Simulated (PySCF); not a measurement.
# C₃H₁₁FGaN: electronic excitations

What electronic excitations should C₃H₁₁FGaN (`CC[CH2][Ga@H-]([NH3+])[F]`) show?

Programs: PySCF 2.14.0, with density-fitted response routines of our own. Each step states its level of theory. These are calculated values for one molecule in the gas phase, unless marked as measured. Atoms count from 0, in the outputs and in this text.

## Step 1: Starting geometry

17 atoms, charge 0, multiplicity 1; geometry from: GFN2-xTB.

Bonds of the start (Å): C0–C1 1.52, C1–C2 1.53, C2–Ga3 2.04, Ga3–N4 2.23, Ga3–F5 1.78, C0–H6 1.10, C0–H7 1.09, C0–H8 1.09, C1–H9 1.09, C1–H10 1.10, C2–H11 1.10, C2–H12 1.10, Ga3–H13 1.56, N4–H14 1.02, N4–H15 1.02, N4–H16 1.02.

## Step 2: Ultraviolet spectrum: B3LYP/def2-SVPD

Job settings and geometry (Å):

```
{"job": {"kind": "uv", "xc": "B3LYP", "basis": "def2-SVPD", "nstates": 8, "ntriplets": 3}, "charge": 0, "multiplicity": 1}
C      2.395482    -0.163575    -0.337037
C      1.599832    -0.459649     0.926863
C      0.152086    -0.822713     0.588704
Ga    -0.748648     0.635219    -0.511866
N     -2.943858     0.584366    -0.140007
F     -1.188070     0.238791    -2.188774
H      1.923660     0.665983    -0.880765
H      3.422667     0.110959    -0.103479
H      2.404881    -1.033173    -0.993690
H      1.614446     0.423781     1.573587
H      2.075477    -1.280106     1.475645
H      0.138425    -1.754225     0.008892
H     -0.396359    -1.027840     1.515503
H     -0.549762     2.174587    -0.405764
H     -3.274293     1.303861    -0.781928
H     -3.248648    -0.310599    -0.520451
H     -3.384317     0.726365     0.764656
```

Level: TDDFT B3LYP/def2-SVPD, vertical, gas phase, core orbitals frozen in the response.

On the command line:

```bash
> OMP_NUM_THREADS=1 python probes_run.py task.json out
```

The driver reads the jobs from task.json and runs them one after another.

Log:

```text
coarse grid: 60568 points
cycle   1  E = -2199.9329691257  dE = -3.946e-01  |g| = 9.125e-01  |ddm| = 5.325e+00
cycle   2  E = -2199.6371643839  dE =  2.958e-01  |g| = 1.625e+00  |ddm| = 2.263e+00
cycle   3  E = -2200.0765374065  dE = -4.394e-01  |g| = 2.113e-01  |ddm| = 1.433e+00
cycle   4  E = -2200.0842701656  dE = -7.733e-03  |g| = 5.350e-02  |ddm| = 2.351e-01
cycle   5  E = -2200.0847805627  dE = -5.104e-04  |g| = 1.113e-02  |ddm| = 6.995e-02
cycle   6  E = -2200.0848121969  dE = -3.163e-05  |g| = 3.898e-03  |ddm| = 2.032e-02
cycle   7  E = -2200.0848158464  dE = -3.649e-06  |g| = 5.910e-04  |ddm| = 5.541e-03
final grid: 128608 points
cycle   8  E = -2200.0848583627  dE = -1.383e-07  |g| = 8.068e-04  |ddm| = 1.276e-02
cycle   9  E = -2200.0848581936  dE =  1.691e-07  |g| = 1.244e-03  |ddm| = 2.062e-03
cycle  10  E = -2200.0848584965  dE = -3.029e-07  |g| = 1.099e-04  |ddm| = 1.113e-03
cycle  11  E = -2200.0848584988  dE = -2.304e-09  |g| = 2.490e-05  |ddm| = 1.491e-04
cycle  12  E = -2200.0848584989  dE = -1.119e-10  |g| = 5.274e-06  |ddm| = 3.416e-05
converged SCF energy = -2200.0848584989

Static polarisability (au): isotropic 79.483, principal 69.258 76.121 93.071

Singlet excitations
state   eV       nm        f      main configurations
  1   5.5516    223.3   0.00187   H->L 0.99
  2   6.5812    188.4   0.01211   H->L+1 0.70, H->L+2 0.27
  3   6.6431    186.6   0.01157   H->L+2 0.71, H->L+1 0.26
  4   7.0442    176.0   0.13939   H-1->L 0.95
  5   7.2904    170.1   0.15963   H->L+3 0.91
  6   7.5932    163.3   0.01901   H->L+4 0.91
  7   7.7041    160.9   0.00097   H-2->L 0.92
  8   7.7291    160.4   0.01143   H->L+5 0.89

Triplet excitations (Tamm-Dancoff, eV): 5.4584 6.2121 6.4422
```

Run time: 92 s. Hardware: 1 thread of Intel Xeon at 2.70GHz, shared host; peak memory 0.89 GiB.

Frontier orbitals and where they lie:

| orbital | eV | atoms |
| --- | --- | --- |
| HOMO−3 | -9.02 | C2 26 %, C0 23 %, C1 21 % |
| HOMO−2 | -8.95 | C1 26 %, C2 16 %, H9 16 % |
| HOMO−1 | -8.45 | Ga3 23 %, F5 22 %, H13 21 % |
| HOMO | -6.92 | C2 32 %, Ga3 22 %, H13 15 % |
| LUMO | -0.61 | Ga3 31 %, H16 17 %, N4 14 % |
| LUMO+1 | 0.52 | Ga3 22 %, C0 14 %, C1 10 % |
| LUMO+2 | 0.70 | Ga3 40 %, H13 11 %, F5 9 % |

With each of the 8 states as a Gaussian band of 0.4 eV half-width at 1/e, the curve within the window shown has maxima at 172 nm (ε 11,000) L/(mol cm). Beyond the last state computed it falls off for lack of states. The curve at chosen wavelengths:

nm, ε (L/mol/cm) and a bar:
```
      154        745 ##
      158       2217 ######
      162       4977 #############
      165       7648 ####################
      169      10662 ############################
      173      11422 ##############################
      177       9679 #########################
      181       6770 ##################
      184       4716 ############
      188       2695 #######
      192       1466 ####
      196        765 ##
      200        378 #
      203        217 #
      207        109 
      211         72 
      215         69 
      219         74 
      222         77 
      226         73 
      230         63 
      234         49 
      238         35 
      241         26 
      245         16 
      249          9
```

Ground-state properties from the same run:

| property | computed |
| --- | --- |
| dipole moment (D) | 4.74 |
| polarisability (Å³) | 11.78 |
| HOMO–LUMO gap (eV) | 6.31 |
| −ε(HOMO) (eV) | 6.92 |

## Step 3: Outcome

| quantity | value |
| --- | --- |
| lowest singlet (B3LYP/def2-SVPD) | 5.55 eV (223 nm), f = 0.002 |
| brightest single state of those computed | state 5, 7.29 eV, f = 0.160 |
| lowest triplet | 5.46 eV |

The first singlet state (HOMO→LUMO 0.99) lies at 5.55 eV and is weak; of the 8 states computed, the strongest absorption comes from state 5 at 7.29 eV. The lowest triplet lies 0.09 eV below the lowest singlet (triplets in Tamm-Dancoff, singlets in full TDDFT). States above −ε(HOMO) lie where TDDFT describes them poorly and they hang on the basis; the brightest is among them.
